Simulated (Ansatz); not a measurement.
From input file to script: C₃H₆BrF, SMILES FCCCBr in Ansatz 0.2.0.

```yaml
crystal:
  periodic: [false, false, false]
  atoms:
    - { symbol: F, position_ang: [-2.3599, 0.5184, -0.4075] }
    - { symbol: C, position_ang: [-1.1785, 0.4037, 0.3017] }
    - { symbol: C, position_ang: [-0.103, -0.213, -0.5921] }
    - { symbol: C, position_ang: [1.2191, -0.4143, 0.1514] }
    - { symbol: Br, position_ang: [2.0937, 1.2788, 0.5225] }
    - { symbol: H, position_ang: [-0.8693, 1.4139, 0.6427] }
    - { symbol: H, position_ang: [-1.3556, -0.2404, 1.1893] }
    - { symbol: H, position_ang: [-0.4635, -1.2012, -0.9514] }
    - { symbol: H, position_ang: [0.0626, 0.4351, -1.4797] }
    - { symbol: H, position_ang: [1.0515, -0.9614, 1.1036] }
    - { symbol: H, position_ang: [1.9029, -1.0195, -0.4804] }
basis:
  gaussian: { orbitals: cc-pVDZ }
hamiltonian:
  xc: b3lyp
  dispersion: d4
```

The program run on that file:
```console
$ ansatz run input.yaml --threads 1 --pin off --max-ram 4096MiB --backend cpu --events-out ev --progress --plain --runs-dir out
Engine: ansatz 0.2.0, x86_64-unknown-linux-gnu
Functional definition: B3LYP
  parameter a0 = 0.2
  parameter ax = 0.72
  parameter ac = 0.81
  exchange = (1 - a0 - ax)*slater_x + ax*b88_x + a0*exact_x
  correlation = (1 - ac)*vwn_rpa_c + ac*lyp_c
1094 factors; integrals over basis functions are off by at most 1.2e-3 eV
mean field evaluation 1: about -75967.2429 eV, gradient 4.5e1 eV
mean field evaluation 2: about -75964.1454 eV, gradient 5.6e1 eV
mean field evaluation 4: about -75972.1214 eV, gradient 2.8e0 eV
mean field evaluation 8: about -75972.3151 eV, gradient 1.4e-1 eV
mean field evaluation 16: about -75972.3152 eV, gradient 8.9e-5 eV
mean field -75972.31519163 eV, -2791.9310874076 hartree, gradient 1.2e-5 eV, S^2 0.000000; 0 other end points of the search recorded, 0 dependent functions left out
reference -75972.31540709 eV, -2791.9310953257 hartree; 34, 34 occupied and 79, 79 virtual orbitals, 1094 factors
Total energy: -75972.65625125 eV, -2791.9436211173 hartree
```

Script `run_energy.py`:
```python
"""Electronic structure of the C3H6BrF molecule."""

import json

import ansatz

molecule = (
    ansatz.Crystal.molecule()
    .atom("F", [-2.3599, 0.5184, -0.4075])
    .atom("C", [-1.1785, 0.4037, 0.3017])
    .atom("C", [-0.103, -0.213, -0.5921])
    .atom("C", [1.2191, -0.4143, 0.1514])
    .atom("Br", [2.0937, 1.2788, 0.5225])
    .atom("H", [-0.8693, 1.4139, 0.6427])
    .atom("H", [-1.3556, -0.2404, 1.1893])
    .atom("H", [-0.4635, -1.2012, -0.9514])
    .atom("H", [0.0626, 0.4351, -1.4797])
    .atom("H", [1.0515, -0.9614, 1.1036])
    .atom("H", [1.9029, -1.0195, -0.4804])
)

calc = (
    molecule.calculation()
    .basis(gaussian="cc-pVDZ")
    .functional("b3lyp", dispersion="d4")
)
summary = calc.session().plan(threads=1).execute().report

for key in ("converged", "free_energy_ev", "reference_energy_ev", "n_frozen", "n_occupied", "n_virtual"):
    print(f"{key:22s} {summary[key]}")
with open("c3h6brf.json", "w") as handle:
    json.dump({k: summary[k] for k in ("free_energy_ev", "reference_energy_ev", "n_occupied", "n_virtual")}, handle, indent=1)
```

```console
$ python run_energy.py
converged              True
free_energy_ev         -75972.65625124567
reference_energy_ev    -75972.31540709233
n_frozen               0
n_occupied             [34, 34]
n_virtual              [79, 79]
```

What to keep in mind:
- Total energies depend on the basis set; only differences at equal settings carry meaning.
- The geometry is a force-field or estimated start, not a minimum of this method, and the basis set is short of its limit.
- Total less reference energy is the dispersion correction.
- b3lyp holds the VWN-RPA fit, as in Gaussian; the form of ORCA and Turbomole is b3lyp5.
- The whole script took 3.4 s on 1 thread of Intel(R) Xeon(R) Gold 6455B (Sapphire Rapids) (shared host), peak memory 0.32 GiB.

(Lines on the test bed's own set-up are left out of the output.)
